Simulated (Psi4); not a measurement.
**triplet SnH3Cl: levels of theory compared**

Wanted: a comparison of 4 runs (U-wB97X/def2-SVP, UB2PLYP/def2-SVP, UBHLYP/def2-SVP, UM06-L/def2-SVP) of triplet SnH3Cl. 

The results are computed with Psi4 1.11.

1 further run of the same task is left out (it didn't finish).

## 1. The system as given

The species is SnH3Cl (5 atoms), meant as a triplet with charge 0. SMILES of the parent species: `[Cl][SnH3]`. The shape is that of a PBE0-D4/def2-TZVP optimisation. That shape belongs to the parent species and isn't relaxed for this state.

Bond lengths: Cl1–Sn2 2.334 Å, Sn2–H3 1.700 Å, Sn2–H4 1.700 Å, Sn2–H5 1.700 Å. Angles: Cl1–Sn2–H3 106.1°, Cl1–Sn2–H4 106.1°, Cl1–Sn2–H5 106.1°, H3–Sn2–H4 112.7°, H3–Sn2–H5 112.7°, H4–Sn2–H5 112.7°.

## 2. Energy and forces at U-wB97X/def2-SVP (core potential) (run 1)

File clh3sn.py:

```python
import psi4

psi4.set_memory(1600000000)
psi4.set_num_threads(1)
psi4.core.set_output_file('psi4.out', False)

m = psi4.geometry("""
0 3
Cl    -3.47596223     0.62814496     1.94622894
Sn     0.31917474    -0.08409281    -0.18424830
H     -0.22771200     0.68578161    -3.25486428
H      0.98775985    -3.20157400     0.20994857
H      2.49103698     1.83284537     1.20451143
units bohr
symmetry c1
""")

psi4.set_options({
    'basis': 'def2-SVP',
    'reference': 'uks',
    'puream': True,
    'e_convergence': 1e-09,
    'd_convergence': 1e-08,
    'scf_type': 'pk',
    'dft_radial_points': 99,
    'dft_spherical_points': 590,
    'maxiter': 200,
})

result, w = psi4.gradient('wb97x', return_wfn=True)
psi4.oeprop(w, 'MULLIKEN_CHARGES', 'WIBERG_LOWDIN_INDICES', 'MAYER_INDICES')
print('gradient / Eh bohr^-1')
print(result.np.round(6))
print(f'energy = {w.energy():.10f} Eh')
```

Run with:

```bash
python clh3sn.py
```

psi4.out:

```text
[...]
    !!!  WARNING: ECP capability is in beta. Please check occupations closely.  !!!
[...]
  Running in c1 symmetry.
[...]
  Nuclear repulsion =  114.226497034569718
[...]
  Multiplicity = 3
[...]
  Nalpha       = 22
  Nbeta        = 20
[...]
    Number of basis functions: 59
[...]
   @UKS iter   1:  -675.91282435420965   -1.41653e+00   4.27458e-03 DIIS/ADIIS
[...]
   @UKS iter  68:  -675.96773775378801   -3.52429e-12   2.29754e-09 DIIS
[...]
   @S^2 Observed:                2.007165344E+00
[...]
  @UKS Final Energy:  -675.96773775378801
   => Energetics <=
    Nuclear Repulsion Energy =            114.2264970345697179
    One-Electron Energy =               -1240.3139313038807359
    Two-Electron Energy =                 484.7224992765675893
    DFT Exchange-Correlation Energy =     -34.6028027610447424
    Empirical Dispersion Energy =           0.0000000000000000
    VV10 Nonlocal Energy =                  0.0000000000000000
    Total Energy =                       -675.9677377537881284
[...]
 Multipole Moments:
 ------------------------------------------------------------------------------------
     Multipole            Electronic (a.u.)      Nuclear  (a.u.)        Total (a.u.)
 ------------------------------------------------------------------------------------
 L = 1.  Multiply by 2.5417464519 to convert [e a0] to [Debye]
 Dipole X            :         27.0216422          -27.5373016           -0.5156595
 Dipole Y            :         -4.9795930            5.1677866            0.1881936
 Dipole Z            :        -15.0645110           15.4585340            0.3940230
 Magnitude           :                                                    0.6757038
[...]
  -Total Gradient:
     Atom            X                  Y                   Z
    ------   -----------------  -----------------  -----------------
       1        0.105886421066    -0.020766341501    -0.060466355524
       2       -0.075650753839     0.022224055816     0.051621827673
       3       -0.007942259962    -0.001675898811     0.006954843720
       4       -0.009744972201     0.004057638249     0.001842919341
       5       -0.013240459939    -0.003742151156     0.000389923958
[...]
  Mulliken Charges: (a.u.)
   Center  Symbol    Alpha    Beta     Spin     Total
       1    CL     8.88701  7.97066  0.91636  0.14233
       2    SN    11.39877 10.61094  0.78783 -0.00971
       3     H     0.55623  0.50437  0.05186 -0.06060
       4     H     0.55678  0.50324  0.05354 -0.06002
       5     H     0.60120  0.41080  0.19041 -0.01200
   Total alpha = 22.00000, Total beta = 20.00000, Total charge =  0.00000
  Mayer Bond Indices:
  Total Bond Index:
[...]
```

Standard output:

```text
gradient / Eh bohr^-1
[[ 0.105886 -0.020766 -0.060466]
 [-0.075651  0.022224  0.051622]
 [-0.007942 -0.001676  0.006955]
 [-0.009745  0.004058  0.001843]
 [-0.01324  -0.003742  0.00039 ]]
energy = -675.9677377538 Eh
```

It took 67 s on 1 thread of AMD EPYC 7R43 (Zen 3), shared host; peak memory 0.65 GiB.

## 3. A single-point energy at UB2PLYP/def2-SVP (core potential, density fitting for correlation) (run 2)

File job.json:

```json
{
  "schema_name": "qcschema_input",
  "schema_version": 1,
  "molecule": {
    "schema_name": "qcschema_molecule",
    "schema_version": 2,
    "symbols": ["Cl", "Sn", "H", "H", "H"],
    "geometry": [-3.47596223, 0.62814496, 1.94622894, 0.31917474, -0.08409281, -0.1842483, -0.227712, 0.68578161, -3.25486428, 0.98775985, -3.201574, 0.20994857, 2.49103698, 1.83284537, 1.20451143],
    "molecular_charge": 0,
    "molecular_multiplicity": 3,
    "fix_symmetry": "c1",
    "fix_com": true,
    "fix_orientation": true
  },
  "driver": "energy",
  "model": {
    "method": "b2plyp",
    "basis": "def2-SVP"
  },
  "keywords": {
    "reference": "uks",
    "puream": true,
    "e_convergence": 1e-09,
    "d_convergence": 1e-08,
    "scf_type": "pk",
    "dft_radial_points": 99,
    "dft_spherical_points": 590,
    "num_frozen_docc": 9,
    "maxiter": 200
  }
}
```

Run with:

```bash
psi4 --qcschema job.json -n 1 --memory 1600MB
```

stdout:

```text
[...]
    !!!  WARNING: ECP capability is in beta. Please check occupations closely.  !!!
[...]
  Running in c1 symmetry.
[...]
  Nuclear repulsion =  114.226497034569746
[...]
  Multiplicity = 3
[...]
  Nalpha       = 22
  Nbeta        = 20
[...]
    Number of basis functions: 59
[...]
   @UKS iter   1:  -675.36711944201625   -1.25841e+00   4.36586e-03 DIIS/ADIIS
[...]
   @UKS iter  50:  -675.41776932924495   -1.50067e-11   9.26772e-09 DIIS
[...]
   @S^2 Observed:                2.007809932E+00
[...]
    Orbital Energies [Eh]
    ---------------------
    Alpha Occupied:
       1A   -102.960198     2A     -9.995344     3A     -7.651022
       4A     -7.634739     5A     -7.630002     6A     -5.408330
       7A     -3.689515     8A     -3.684311     9A     -3.682414
      10A     -1.149369    11A     -1.141310    12A     -1.138467
      13A     -1.134380    14A     -1.133958    15A     -1.015369
      16A     -0.606432    17A     -0.513600    18A     -0.476040
      19A     -0.462413    20A     -0.391261    21A     -0.371187
      22A     -0.120784
    Alpha Virtual:
      23A      0.068129    24A      0.081637    25A      0.086123
[...]
  @UKS Final Energy:  -675.41776932924495
   => Energetics <=
    Nuclear Repulsion Energy =            114.2264970345697463
    One-Electron Energy =               -1240.1751780229330961
    Two-Electron Energy =                 473.1974158821476522
    DFT Exchange-Correlation Energy =     -22.6665042230292428
    Empirical Dispersion Energy =           0.0000000000000000
    VV10 Nonlocal Energy =                  0.0000000000000000
    Total Energy =                       -675.4177693292449476
[...]
 Multipole Moments:
 ------------------------------------------------------------------------------------
     Multipole            Electronic (a.u.)      Nuclear  (a.u.)        Total (a.u.)
 ------------------------------------------------------------------------------------
 L = 1.  Multiply by 2.5417464519 to convert [e a0] to [Debye]
 Dipole X            :         48.0580326          -48.8184288           -0.7603962
 Dipole Y            :         -7.9818115            8.1454755            0.1636640
 Dipole Z            :        -26.8790354           27.1920251            0.3129897
 Magnitude           :                                                    0.8384216
[...]
```

The result, in JSON:

```text
{
 "driver": "energy",
 "model": {
  "method": "b2plyp",
  "basis": "def2-SVP"
 },
 "success": true,
 "return_result": -675.5012735073879,
 "properties": {
  "calcinfo_nbasis": 59,
  "calcinfo_nmo": 59,
  "calcinfo_nalpha": 22,
  "calcinfo_nbeta": 20,
  "calcinfo_natom": 5,
  "nuclear_repulsion_energy": 114.22649703456975,
  "return_energy": -675.5012735073879,
  "scf_one_electron_energy": -1240.175178022933,
  "scf_two_electron_energy": 473.19741588214765,
  "scf_xc_energy": -22.666504223029243,
  "scf_dipole_moment": [-0.7603962307298033, 0.16366397094857277, 0.31298966401778117],
  "scf_total_energy": -675.417769329245,
  "scf_iterations": 50
 }
}
```

It took 68 s on 1 thread of AMD EPYC 7R43 (Zen 3), shared host; peak memory 0.64 GiB.

## 4. Energy and forces at UBHLYP/def2-SVP (core potential) (run 3)

File clh3sn.dat:

```
memory 1600 MB

molecule mol {
  0 3
  Cl    -3.47596223     0.62814496     1.94622894
  Sn     0.31917474    -0.08409281    -0.18424830
  H     -0.22771200     0.68578161    -3.25486428
  H      0.98775985    -3.20157400     0.20994857
  H      2.49103698     1.83284537     1.20451143
  units au
  symmetry c1
}

set globals {
  reference uks
  puream true
  e_convergence 1e-09
  d_convergence 1e-08
  scf_type pk
  dft_radial_points 99
  dft_spherical_points 590
  maxiter 200
}

e, wfn = gradient('bhhlyp/def2-SVP', return_wfn=True)
oeprop(wfn, 'MULLIKEN_CHARGES', 'MAYER_INDICES', 'WIBERG_LOWDIN_INDICES')
```

Run with:

```bash
psi4 -i clh3sn.dat -o clh3sn.out -n 1
```

clh3sn.out:

```text
[...]
    !!!  WARNING: ECP capability is in beta. Please check occupations closely.  !!!
[...]
  Running in c1 symmetry.
[...]
  Nuclear repulsion =  114.226497034569718
[...]
  Multiplicity = 3
[...]
  Nalpha       = 22
  Nbeta        = 20
[...]
    Number of basis functions: 59
[...]
   @UKS iter   1:  -675.80707030480482   -1.25774e+00   4.57635e-03 ADIIS/DIIS
[...]
   @UKS iter  68:  -675.85962053263063   -8.64020e-12   1.35223e-09 DIIS
[...]
   @S^2 Observed:                2.008203282E+00
[...]
  @UKS Final Energy:  -675.85962053263063
   => Energetics <=
    Nuclear Repulsion Energy =            114.2264970345697179
    One-Electron Energy =               -1240.3727635386201200
    Two-Electron Energy =                 474.7681966107222138
    DFT Exchange-Correlation Energy =     -24.4815506393025757
    Empirical Dispersion Energy =           0.0000000000000000
    VV10 Nonlocal Energy =                  0.0000000000000000
    Total Energy =                       -675.8596205326306290
[...]
 Multipole Moments:
 ------------------------------------------------------------------------------------
     Multipole            Electronic (a.u.)      Nuclear  (a.u.)        Total (a.u.)
 ------------------------------------------------------------------------------------
 L = 1.  Multiply by 2.5417464519 to convert [e a0] to [Debye]
 Dipole X            :         26.9811329          -27.5373016           -0.5561687
 Dipole Y            :         -4.9738291            5.1677866            0.1939575
 Dipole Z            :        -15.0444538           15.4585340            0.4140803
 Magnitude           :                                                    0.7200039
[...]
  -Total Gradient:
     Atom            X                  Y                   Z
    ------   -----------------  -----------------  -----------------
       1        0.105853332749    -0.020543306289    -0.060194445423
       2       -0.075515564449     0.022669315557     0.052029875828
       3       -0.007973869071    -0.001317328647     0.005549076471
       4       -0.009237024034     0.002692920767     0.001973795947
       5       -0.013129276098    -0.003501226703     0.000643194621
[...]
  Mulliken Charges: (a.u.)
   Center  Symbol    Alpha    Beta     Spin     Total
       1    CL     8.88013  7.97911  0.90102  0.14076
       2    SN    11.38641 10.57374  0.81267  0.03985
       3     H     0.55911  0.51730  0.04180 -0.07641
       4     H     0.55960  0.51641  0.04319 -0.07602
       5     H     0.61475  0.41343  0.20132 -0.02818
   Total alpha = 22.00000, Total beta = 20.00000, Total charge =  0.00000
  Mayer Bond Indices:
  Total Bond Index:
[...]
```

Run time: 69 s. Hardware: 1 thread of AMD EPYC 7R43 (Zen 3), shared host; peak memory 0.65 GiB.

## 5. The energy at UM06-L/def2-SVP (core potential) (run 4)

File job.in:

```
memory 1.6 GB

molecule molecule1 {
  0 3
  Cl    -1.839400     0.332400     1.029900
  Sn     0.168900    -0.044500    -0.097500
  H     -0.120500     0.362900    -1.722400
  H      0.522700    -1.694200     0.111100
  H      1.318200     0.969900     0.637400
  symmetry c1
  no_reorient
  no_com
}

set basis def2-SVP
set reference uks
set puream true
set e_convergence 1e-09
set d_convergence 1e-08
set scf_type pk
set dft_radial_points 99
set dft_spherical_points 590
set maxiter 200

e = energy('m06-l')
```

Run with:

```bash
psi4 -i job.in -o job.out -n 1
```

job.out:

```text
[...]
    !!!  WARNING: ECP capability is in beta. Please check occupations closely.  !!!
[...]
  Running in c1 symmetry.
[...]
  Nuclear repulsion =  114.226496944951634
[...]
  Multiplicity = 3
[...]
  Nalpha       = 22
  Nbeta        = 20
[...]
    Number of basis functions: 59
[...]
   @UKS iter   1:  -675.96662045392713   -9.51137e-01   6.55411e-03 DIIS/ADIIS
[...]
   @UKS iter  28:  -676.09758735168862   -3.52429e-12   3.12062e-09 DIIS
[...]
   @S^2 Observed:                2.004297326E+00
[...]
    Orbital Energies [Eh]
    ---------------------
    Alpha Occupied:
       1A   -101.166009     2A     -9.435045     3A     -7.150943
       4A     -7.141035     5A     -7.136791     6A     -5.023641
       7A     -3.379265     8A     -3.376363     9A     -3.372748
      10A     -0.986685    11A     -0.984209    12A     -0.979667
      13A     -0.978053    14A     -0.977453    15A     -0.809865
      16A     -0.502323    17A     -0.373116    18A     -0.359853
      19A     -0.343497    20A     -0.330664    21A     -0.302435
      22A     -0.060194
    Alpha Virtual:
      23A     -0.011011    24A      0.027915    25A      0.032468
[...]
  @UKS Final Energy:  -676.09758735168862
   => Energetics <=
    Nuclear Repulsion Energy =            114.2264969449516343
    One-Electron Energy =               -1240.7520164523048152
    Two-Electron Energy =                 497.9878866535509019
    DFT Exchange-Correlation Energy =     -47.5599544978862880
    Empirical Dispersion Energy =           0.0000000000000000
    VV10 Nonlocal Energy =                  0.0000000000000000
    Total Energy =                       -676.0975873516886168
[...]
 Multipole Moments:
 ------------------------------------------------------------------------------------
     Multipole            Electronic (a.u.)      Nuclear  (a.u.)        Total (a.u.)
 ------------------------------------------------------------------------------------
 L = 1.  Multiply by 2.5417464519 to convert [e a0] to [Debye]
 Dipole X            :         48.6833455          -48.8184288           -0.1350833
 Dipole Y            :         -8.0775020            8.1454755            0.0679735
 Dipole Z            :        -27.3417137           27.1920251           -0.1496886
 Magnitude           :                                                    0.2127783
[...]
```

It took 70 s on 1 thread of AMD EPYC 7R43 (Zen 3), shared host; peak memory 1.3 GiB.

## 6. Overview of the runs

```
run                                                               level      task  frozen core orbitals  energy (Eh)  dipole moment (D)  HOMO energy (eV)   ⟨S²⟩  wall time
  1                                   U-wB97X/def2-SVP (core potential)  gradient                     0  -675.967738               1.72             -4.52  2.007       67 s
  2  UB2PLYP/def2-SVP (core potential, density fitting for correlation)    energy                     9  -675.501274                  –             -3.29  2.008       68 s
  3                                    UBHLYP/def2-SVP (core potential)  gradient                     0  -675.859621               1.83             -3.35  2.008       69 s
  4                                    UM06-L/def2-SVP (core potential)    energy                     0  -676.097587               0.54             -1.64  2.004       70 s
```

## 7. What came out

```
                                 quantity          value
                      run 4: total energy  -676.09759 Eh
                     run 4: dipole moment         0.54 D
run 4: HOMO energy (highest over α and β)       -1.64 eV
                              run 4: ⟨S²⟩          2.004
```

What this shows: Over runs 1, 3, 4 the dipole moment (its size) runs from 0.54 D (UM06-L/def2-SVP) to 1.83 D (UBHLYP/def2-SVP). Totals of different functionals can't be ranked against each other. All runs together took 4.6 min, the longest 70 s.
